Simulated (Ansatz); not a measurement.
**C₂H₅NSi: basis-set convergence**

How large a basis does C₂H₅NSi need? Two functionals are run in growing sets.

The runs use Ansatz 0.2.0, Gaussian basis; one geometry, several basis sets.

Plan: PBE0-D4/def2-SVP; ωB97M-V/def2-SVP; PBE0-D4/def2-QZVPP; ωB97M-V/def2-QZVPP; the functionals' def2-TZVPP values are taken from earlier runs.

## 1. The geometry

An earlier PBE0-D4 in a triple-zeta def2 set relaxation fixed the geometry.

SMILES `C=C1N[SiH2]1`, 9 atoms, charge 0, spin multiplicity 1.

Atoms are counted from 1 here; the program's logs count them from 0.

Bond lengths: C1–C2 1.326 Å, C1–H5 1.081 Å, C1–H6 1.086 Å, C2–N3 1.400 Å, C2–Si4 1.810 Å, N3–Si4 1.717 Å, N3–H7 1.008 Å, Si4–H8 1.481 Å, Si4–H9 1.479 Å. Angles: C2–C1–H5 120.3°, C2–C1–H6 121.7°, H5–C1–H6 118.0°, C1–C2–N3 136.8°, C1–C2–Si4 159.4°, N3–C2–Si4 63.2°, C2–N3–Si4 70.2°, C2–N3–H7 126.4°, Si4–N3–H7 145.8°, C2–Si4–N3 46.7°, C2–Si4–H8 119.9°, C2–Si4–H9 125.1°, N3–Si4–H8 120.3°, N3–Si4–H9 117.2°, H8–Si4–H9 112.0°.

## 2. PBE0-D4 in def2-SVP

Input file in.yaml:

```yaml
crystal:
  periodic: [false, false, false]
  atoms:
    - {symbol: C, position_ang: [-0.084600, 1.279952, -1.107331]}
    - {symbol: C, position_ang: [-0.061912, 0.329866, -0.182827]}
    - {symbol: N, position_ang: [0.782609, -0.054800, 0.864906]}
    - {symbol: Si, position_ang: [-0.474303, -1.209182, 0.675700]}
    - {symbol: H, position_ang: [-0.897321, 1.330073, -1.818695]}
    - {symbol: H, position_ang: [0.696402, 2.031524, -1.172005]}
    - {symbol: H, position_ang: [1.778404, 0.092151, 0.914667]}
    - {symbol: H, position_ang: [-0.200364, -2.512933, 0.027955]}
    - {symbol: H, position_ang: [-1.450314, -1.332952, 1.780431]}
basis:
  gaussian: {orbitals: def2-SVP}
hamiltonian: {xc: pbe0, dispersion: d4}
output: {orbitals: {seedname: orbitals}}
```

Command:

```console
$ ansatz run in.yaml --threads 2 --pin off --events-out ev --progress --plain --max-ram 4352MiB
```

Further steps of the session: ωB97M-V in def2-SVP; PBE0-D4 in def2-QZVPP; ωB97M-V in def2-QZVPP.

Before running them: what should the planned runs give, taken together? Wanted: PBE0-D4: double and triple zeta above quadruple; ωB97M-V: double and triple zeta above quadruple.

As calculated:

| quantity | value |
| --- | --- |
| PBE0-D4: double and triple zeta above quadruple | 7.43, 0.48 eV |
| ωB97M-V: double and triple zeta above quadruple | 7.58, 0.45 eV |

In words: PBE0-D4 gains 6.94 eV from double to triple zeta, then 0.48 eV more. These are total energies; as a rule much of such shifts cancels in differences, which this series doesn't test. The LUMO of ωB97M-V is positive and keeps falling with the basis (1.83 to 0.85 eV): an unbound level that the basis holds in place.
